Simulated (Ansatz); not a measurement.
# Cl₂F₃HOW: small, medium and large basis sets

An exercise on one series of results from a longer session: the logs are not shown, and one member is left open.

The runs use Ansatz 0.2.0, Gaussian basis; one geometry, several basis sets.

Levels to be run: PBE0-D4/def2-SVP; ωB97M-V/def2-SVP; PBE0-D4/def2-QZVPP; ωB97M-V/def2-QZVPP; the functionals' def2-TZVPP values are taken from earlier runs.

## Structure used throughout

The geometry comes from an earlier relaxation with PBE0-D4 in a triple-zeta def2 set; it is a stationary point, not always the lowest conformer. W takes the def2 core potential; no spin-orbit term is included.

SMILES `[OH][W]([F])([F])([F])([Cl])[Cl]`, 8 atoms, charge 0, spin multiplicity 1.

Atoms are counted from 1 here; the program's logs count them from 0.

Bond lengths: O1–W2 1.832 Å, O1–H8 0.958 Å, W2–F3 1.848 Å, W2–F4 1.848 Å, W2–F5 1.846 Å, W2–Cl6 2.312 Å, W2–Cl7 2.279 Å. Angles: W2–O1–H8 145.7°, O1–W2–F3 92.6°, O1–W2–F4 92.6°, O1–W2–F5 172.6°, O1–W2–Cl6 87.4°, O1–W2–Cl7 94.5°, F3–W2–F4 174.5°, F3–W2–F5 87.6°, F3–W2–Cl6 91.1°, F3–W2–Cl7 88.8°, F4–W2–F5 87.6°, F4–W2–Cl6 91.1°, F4–W2–Cl7 88.8°, F5–W2–Cl6 85.2°, F5–W2–Cl7 92.8°, Cl6–W2–Cl7 178.0°.

Set-up of the first run:

in.yaml

```yaml
crystal:
  periodic: [false, false, false]
  atoms:
    - {symbol: O, position_ang: [-0.604441, -1.400188, 0.189277]}
    - {symbol: W, position_ang: [0.213723, 0.219553, -0.060160]}
    - {symbol: F, position_ang: [0.737178, 0.320880, 1.708818]}
    - {symbol: F, position_ang: [-0.180679, 0.234058, -1.865088]}
    - {symbol: F, position_ang: [0.827422, 1.949281, -0.259867]}
    - {symbol: Cl, position_ang: [-1.817862, 1.205058, 0.437711]}
    - {symbol: Cl, position_ang: [2.247007, -0.680205, -0.560443]}
    - {symbol: H, position_ang: [-1.422367, -1.848446, 0.409751]}
basis:
  gaussian: {orbitals: def2-SVP}
hamiltonian: {xc: pbe0, dispersion: d4}
output: {orbitals: {seedname: orbitals}}
```

Run with:

```
$ ansatz run in.yaml --threads 4 --pin off --events-out ev --progress --plain --max-ram 11315MiB
```

Steps of the session up to this table: PBE0-D4 in def2-SVP; ωB97M-V in def2-SVP; PBE0-D4 in def2-QZVPP; ωB97M-V in def2-QZVPP.

One table of the session follows, with a row left open; its other results are not shown here.

It belongs to the step «Functionals by basis». 

| functional | basis | HOMO (eV) | LUMO (eV) |
| --- | --- | --- | --- |
| PBE0-D4 | def2-SVP | -9.59 | -4.59 |
| PBE0-D4 | def2-TZVPP | ? | ? |
| PBE0-D4 | def2-QZVPP | -9.56 | -4.47 |
| ωB97M-V | def2-SVP | -11.81 | -2.53 |
| ωB97M-V | def2-TZVPP | -11.80 | -2.40 |
| ωB97M-V | def2-QZVPP | -11.83 | -2.44 |

Q: Estimate the row for PBE0-D4, def2-TZVPP from the others.

The run gave: HOMO (eV): -9.54; LUMO (eV): -4.45. In the column «HOMO (eV)» it is the highest.
